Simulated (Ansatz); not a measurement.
# BiRh: the cost of one run

Program: Ansatz 0.2.0 through its Python package. The levels of theory stand in the script. These are calculated values, not measurements.

## (1) Starting point

It takes space group P6_3/mmc (No. 194, hexagonal). Conventional cell: a = 4.094 Å, b = 4.094 Å, c = 5.663 Å, α = 90.00°, β = 90.00°, γ = 120.00°. Bi (site symmetry -6m2) is surrounded by 6 Rh at 2.76 Å. Rh (site symmetry -3m) is surrounded by 6 Bi at 2.76 Å and 2 Rh at 2.83 Å.

No structure file is read: the coordinates are typed or built in the script.

## (2) Script

File birh_paw_lapw.py:

```python
# -*- coding: utf-8 -*-
'''PAW against all-electron LAPW for BiRh.'''

import ansatz as az
import numpy as np

config = {
    'max_scf': 100,
    'n_empty': 12,
    'occupations': 'methfessel_paxton',
    'width_ev': 0.3,
    'mixing_beta': 0.1,
    'mesh': (8, 8, 5),
    'xc': 'lda',
}


def count_gap(report):
    # lowest empty less highest filled band, counting bands; zero where they overlap
    return max(report.get('gap_by_band_count_ev') or 0.0, 0.0)


def main():
    structure = (
        az.Lattice.from_parameters(4.094, 4.094, 5.663, alpha=90, beta=90, gamma=120)
        .space_group(194)
        .atom('Bi', [1 / 3, 2 / 3, 0.25])
        .atom('Rh', [0.0, 0.0, 0.0])
    )

    calc = (
        structure.calculation()
        .scf(max_iterations=config['max_scf'], extra_bands=config['n_empty'])
        .occupations(config['occupations'], width=config['width_ev'])
        .mixing('anderson', beta=config['mixing_beta'])
        .kpoints(mesh=config['mesh'])
        .functional(config['xc'])
        .stress()  # GPa
        .forces()
        .band_table()  # levels at the mesh points
    )
    variants = {
        'PAW': calc.pseudopotentials('paw'),
        'LAPW': calc.pseudopotentials('all_electron', lapw=True),
    }
    # totals differ by the cores that each treatment holds, so compare what does not depend on them
    rows = []
    for label, variant in variants.items():
        r = variant.run(threads=1, pin='off').report
        levels = np.array(r['eigenvalues_ev'][0]) - r['fermi_energy_ev']
        print(label, 'levels at the first k-point near E_F:', np.round(levels[np.abs(levels) < 5], 3))
        rows.append((label, r['n_electrons'], np.trace(r['stress_gpa']) / 3, float(np.abs(r['forces_ev_ang']).max()), count_gap(r)))
    print('     treatment  electrons in bands           P GPa  max force component eV/A  gap by band count eV')
    for row in rows:
        print(f'{str(row[0]):>14s}  {row[1]:18.1f}  {row[2]:14.3f}  {row[3]:24.4f}  {row[4]:20.3f}')


if __name__ == '__main__':
    main()
```

## (3) The calls as engine input

The engine receives this input (first run):

```yaml
crystal:
  lattice:
    a: 4.094
    b: 4.094
    c: 5.663
    alpha: 90.0
    beta: 90.0
    gamma: 120.0
  space_group: 194
  atoms:
    - { symbol: Bi, position: [0.3333333333333333, 0.6666666666666666, 0.25] }
    - { symbol: Rh, position: [0.0, 0.0, 0.0] }
kpoints:
  mp_grid:
    grid: [8, 8, 5]
hamiltonian:
  xc: lda
  pseudopotentials:
    kind: paw
scf:
  max_iter: 100
  n_extra_bands: 12
  mixing:
    algorithm: anderson
    beta: 0.1
  occupations:
    method: methfessel_paxton
    width: 0.3
output:
  forces: true
  stress: true
  eigenvalues: true
```

## (4) Running it

On the command line:

```console
$ python birh_paw_lapw.py
```

Q: Estimate wall time and peak memory on 1 thread of Arm Neoverse V1, shared host.

About 1.7 min, with a peak of 0.9 GiB.
